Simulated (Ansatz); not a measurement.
## SnClF, space group P4/nmm: a charge-density difference against the sublattices, step by step

Program: Ansatz's Python interface.

The cells in order, each with its output:

**Cell 1**
```python
import warnings

import ansatz as az
import numpy as np
```

**Cell 2**
```python
VECTORS = np.array([
    [4.054978, 0.0, 0.0],
    [0.0, 4.054978, 0.0],
    [0.0, 0.0, 7.36387],
])
SITES = [
    ("Sn", [0.0, 0.5, 0.79639]),
    ("Sn", [0.5, 0.0, 0.20361]),
    ("Cl", [0.5, 0.0, 0.650633]),
    ("Cl", [0.0, 0.5, 0.349367]),
    ("F", [0.5, 0.5, 0.0]),
    ("F", [0.0, 0.0, 0.0]),
]
```

**Cell 3**
```python
def build(cell):
    crystal = az.Crystal(lattice=az.Lattice.of(cell))
    for symbol, position in SITES:
        crystal = crystal.atom(symbol, position)
    return crystal
```

**Cell 4**
```python
warnings.simplefilter("ignore", az.DeckWarning)

# one cutoff and one grid for all runs, so that the fields can be subtracted
def solve(crystal):
    return (
        crystal.calculation()
        .occupations("cold", width=0.1)
        .functional("PBEsol")
        .basis(460, grid_basis="typed")
        .kpoints(6, 6, 4)
        .density()
        .run(threads=1)
    )
```

**Cell 5**
```python
whole = solve(build(VECTORS))
difference = whole.density().channels[0].density_e_per_ang3.copy()
binding = whole.report["free_energy_ev"]
for element in ["Sn", "Cl", "F"]:
    part = az.Crystal(lattice=az.Lattice.of(VECTORS))
    for symbol, position in SITES:
        if symbol == element:
            part = part.atom(symbol, position)
    alone = solve(part)
    difference -= alone.density().channels[0].density_e_per_ang3
    binding -= alone.report["free_energy_ev"]
    print(f"{element} sublattice: {alone.report['n_electrons']:g} electrons, {alone.report['n_iterations']} iterations")
```
Output:
```text
Sn sublattice: 28 electrons, 7 iterations
Cl sublattice: 14 electrons, 8 iterations
F sublattice: 14 electrons, 8 iterations
```

**Cell 6**
```python
voxel = abs(np.linalg.det(VECTORS)) / difference.size
print(f"energy of the crystal less its unpolarised sublattices: {binding / len(SITES):.4f} eV/atom")
print(f"net charge of the difference {difference.sum() * voxel:.5f} e, charge rearranged {0.5 * np.abs(difference).sum() * voxel:.3f} e")
print(f"extremes {difference.min():.4f} and {difference.max():.4f} e/A^3")
for (symbol, position) in SITES:
    index = tuple(int(round(p * n)) % n for p, n in zip(position, difference.shape))
    print(f"  change of the pseudo-density at the grid point nearest {symbol}: {difference[index]:+.4f} e/A^3")
```
Output:
```text
energy of the crystal less its unpolarised sublattices: -3.0983 eV/atom
net charge of the difference 0.00000 e, charge rearranged 1.131 e
extremes -0.4875 and 0.4046 e/A^3
  change of the pseudo-density at the grid point nearest Sn: -0.0884 e/A^3
  change of the pseudo-density at the grid point nearest Sn: -0.0884 e/A^3
  change of the pseudo-density at the grid point nearest Cl: -0.0318 e/A^3
  change of the pseudo-density at the grid point nearest Cl: -0.0318 e/A^3
  change of the pseudo-density at the grid point nearest F: +0.0821 e/A^3
  change of the pseudo-density at the grid point nearest F: +0.0821 e/A^3
```

Grid values close to the nuclei reflect the PAW or pseudopotential construction, not the all-electron fields. The structure comes from a database of computed cells and needn't be a stable or known phase. Charge moved counts every rearrangement, bonding and polarisation too, and is no transfer between atoms; the bare sublattices are artificial references. Values near the nuclei depend on the potentials. Hardware and time: 14 s on 1 thread of Intel(R) Xeon(R) Platinum 8259CL CPU @ 2.50GHz (Skylake/Cascade Lake), with other jobs on the host, peak memory 0.5 GiB.
